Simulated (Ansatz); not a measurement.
# Fe (bcc type): a single-point run

Wanted: a converged single-point run for Fe (bcc type), and a check of what comes out. The structure is shown as the input types it.

Program: Ansatz 0.2.0. Level of theory: DFT, PBE, PAW with Ansatz's default frozen-core files, scalar-relativistic. These are calculated values, not measurements.

## 1. The system as given

The structure is cubic, space group Im-3m (No. 229). The conventional cell has a = 2.831 Å, b = 2.831 Å, c = 2.831 Å, α = 90.00°, β = 90.00°, γ = 90.00°. Fe (site symmetry m-3m) has 8 Fe at 2.45 Å as nearest neighbours.

The input asks for a charge of -6 e on the cell.

Structure file:

```xyz
2
Lattice="-1.4157 1.4157 1.4157 1.4157 -1.4157 1.4157 2.8314 2.8314 0.0000" Properties=species:S:1:pos:R:3 pbc="T T T"
Fe    0.0000    0.0000    0.0000
Fe    1.4157    1.4157    1.4157
```

## 2. The calculation

Input file input.yaml:

```yaml
crystal:
  lattice:
    - [-1.4156766651, 1.4156766651, 1.4156766651]
    - [1.4156766651, -1.4156766651, 1.4156766651]
    - [2.8313533302, 2.8313533302, 0.0]
  atoms:
    - { symbol: Fe, position: [0.0, 0.0, 0.0], spin: 2.5 }
    - { symbol: Fe, position: [0.5, 0.5, 0.5], spin: 2.5 }
magnetization:
  spin_polarized: true
kpoints:
  mp_grid: { grid: [17, 17, 10] }
scf:
  occupations: { method: fermi_dirac, width: 0.1 }
  max_iter: 60
hamiltonian:
  xc: pbe
  pseudopotentials: { kind: paw }
output:
  forces: true
  stress: true
  eigenvalues: true
total_charge: -6
```

Command:

```bash
> ansatz run input.yaml --threads 4 --pin off --max-ram 12288MiB --backend cpu --events-out ev --progress --plain --runs-dir out
```

What happens when this is run?

This run ends as converged, with warnings (seeded moment not kept). It gives a pressure of -205 GPa, which is large.

The suspect setting: total_charge is -6. The net charge is not the one intended, so the run treats another number of electrons.

To check: delete total_charge (the default then holds).
